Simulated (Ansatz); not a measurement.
# CH9B3OSiZn: taking an electron away

The task here is to estimate one member of a computed series from the others.

Method: unrestricted cation, the program's frozen cores in correlated methods; program: Ansatz 0.2.0, Gaussian basis.

The runs, in order: UKS PBE-D4/def2-TZVPP; UKS r2SCAN-D4/def2-TZVPP; UKS PBE0-D4/def2-TZVPP; UKS B3LYP-D4/def2-TZVPP; UKS wB97X-V/def2-TZVPP; UKS wB97M-V/def2-TZVPP; UKS B2PLYP (frozen core with 3s3p of Cu, Zn)/def2-TZVPP; UHF-CCSD(T) with 3s3p of Cu, Zn/def2-TZVPP; UHF-MP2 with 3s3p of Cu, Zn/def2-QZVPP; extrapolation to the limit; then −ε(HOMO) from the neutral's earlier runs with LDA (SPW92), PBE-D4, revPBE-D4, BLYP-D4, r2SCAN-D4, B97M-V, PBE0-D4, B3LYP-D4, r2SCANh-D4, r2SCAN0-D4, HSE06-D4, BHLYP-D4, CAM-B3LYP-D4, LC-ωPBE, ωB97X-V, ωB97M-V.

## The relaxed structure

An earlier PBE0-D4 in a triple-zeta def2 set relaxation fixed the geometry.

16 atoms, charge 0, spin multiplicity 1.

Atoms are counted from 1 here; the program's logs count them from 0.

Bond lengths: B1–B2 1.528 Å, B1–Zn3 2.231 Å, B1–H8 1.208 Å, B1–H9 1.208 Å, B2–Zn3 2.297 Å, B2–H10 1.185 Å, Zn3–C4 1.978 Å, C4–O5 1.433 Å, C4–H11 1.098 Å, C4–H12 1.098 Å, O5–Si6 1.651 Å, Si6–B7 2.000 Å, Si6–H13 1.498 Å, Si6–H14 1.498 Å, B7–H15 1.197 Å, B7–H16 1.195 Å. Angles: B2–B1–Zn3 72.6°, B2–B1–H8 120.7°, B2–B1–H9 120.8°, Zn3–B1–H8 95.8°, Zn3–B1–H9 95.8°, H8–B1–H9 118.2°, B1–B2–Zn3 67.9°, B1–B2–H10 176.9°, Zn3–B2–H10 115.1°, B1–Zn3–B2 39.4°, B1–Zn3–C4 159.6°, B2–Zn3–C4 161.0°, Zn3–C4–O5 107.0°, Zn3–C4–H11 111.3°, Zn3–C4–H12 111.4°, O5–C4–H11 110.3°, O5–C4–H12 110.3°, H11–C4–H12 106.6° and more.

Coordinates:

```
B     3.2943   -1.7779    1.5753
B     3.1819   -0.3024    1.9580
Zn    1.4721   -0.9682    0.5753
C    -0.1690   -0.9154   -0.5271
O    -0.7441    0.3858   -0.3584
Si   -2.1457    0.7720   -1.1403
B    -2.7290    2.6408   -0.7291
H     3.8542   -2.1101    0.5580
H     2.7167   -2.6266    2.2114
H     3.1482    0.8347    2.2886
H    -0.8831   -1.6907   -0.2177
H     0.0539   -1.0988   -1.5869
H    -3.2251   -0.1920   -0.7526
H    -1.9628    0.6156   -2.6192
H    -3.7360    3.0541   -1.2276
H    -2.1263    3.3789   -0.0079
```

The first run:

in.yaml reads:

```yaml
crystal:
  periodic: [false, false, false]
  atoms:
    - {symbol: B, position_ang: [3.294269, -1.777866, 1.575346]}
    - {symbol: B, position_ang: [3.181901, -0.302415, 1.957993]}
    - {symbol: Zn, position_ang: [1.472095, -0.968165, 0.575337]}
    - {symbol: C, position_ang: [-0.169012, -0.915399, -0.527051]}
    - {symbol: O, position_ang: [-0.744145, 0.385820, -0.358404]}
    - {symbol: Si, position_ang: [-2.145719, 0.771990, -1.140258]}
    - {symbol: B, position_ang: [-2.729007, 2.640826, -0.729071]}
    - {symbol: H, position_ang: [3.854152, -2.110072, 0.558001]}
    - {symbol: H, position_ang: [2.716664, -2.626639, 2.211373]}
    - {symbol: H, position_ang: [3.148234, 0.834717, 2.288636]}
    - {symbol: H, position_ang: [-0.883129, -1.690676, -0.217730]}
    - {symbol: H, position_ang: [0.053907, -1.098766, -1.586926]}
    - {symbol: H, position_ang: [-3.225138, -0.191964, -0.752595]}
    - {symbol: H, position_ang: [-1.962791, 0.615613, -2.619157]}
    - {symbol: H, position_ang: [-3.736013, 3.054063, -1.227559]}
    - {symbol: H, position_ang: [-2.126278, 3.378925, -0.007925]}
basis:
  gaussian: {orbitals: def2-TZVPP}
total_charge: 1
magnetization: {spin_polarized: true, initial_magnetization: 1}
hamiltonian: {xc: pbe, dispersion: d4}
```

On the command line:

```console
> ansatz run in.yaml --threads 2 --pin off --events-out ev --progress --plain --max-ram 32768MiB --backend cuda --devices 0, --max-vram 18GiB
```

Among the steps run: Cation, UKS PBE-D4/def2-TZVPP; Cation, UKS r2SCAN-D4/def2-TZVPP; Cation, UKS PBE0-D4/def2-TZVPP; Cation, UKS B3LYP-D4/def2-TZVPP; Cation, UKS wB97X-V/def2-TZVPP; Cation, UKS wB97M-V/def2-TZVPP; Cation, UKS B2PLYP (frozen core with 3s3p of Cu, Zn)/def2-TZVPP; Cation, UHF-CCSD(T) with 3s3p of Cu, Zn/def2-TZVPP; Cation, UHF-MP2 with 3s3p of Cu, Zn/def2-QZVPP.

One table of the session follows, with a row left open; its other results are not shown here.

Orbital estimates, from the neutral's runs:

| functional | −ε(HOMO) (eV) |
| --- | --- |
| LDA (SPW92) | 5.67 |
| PBE-D4 | 5.49 |
| revPBE-D4 | 5.42 |
| BLYP-D4 | 5.33 |
| r2SCAN-D4 | 5.66 |
| B97M-V | 5.72 |
| PBE0-D4 | 6.49 |
| B3LYP-D4 | 6.28 |
| r2SCANh-D4 | 6.04 |
| r2SCAN0-D4 | 6.61 |
| HSE06-D4 | 6.10 |
| BHLYP-D4 | 7.34 |
| CAM-B3LYP-D4 | 7.72 |
| LC-ωPBE | 9.05 |
| ωB97X-V | ? |
| ωB97M-V | 8.56 |

Q: Estimate the row for ωB97X-V from the others.

As computed: −ε(HOMO) (eV): 8.67. In the column «−ε(HOMO) (eV)» it lies between ωB97M-V (8.56) and LC-ωPBE (9.05).
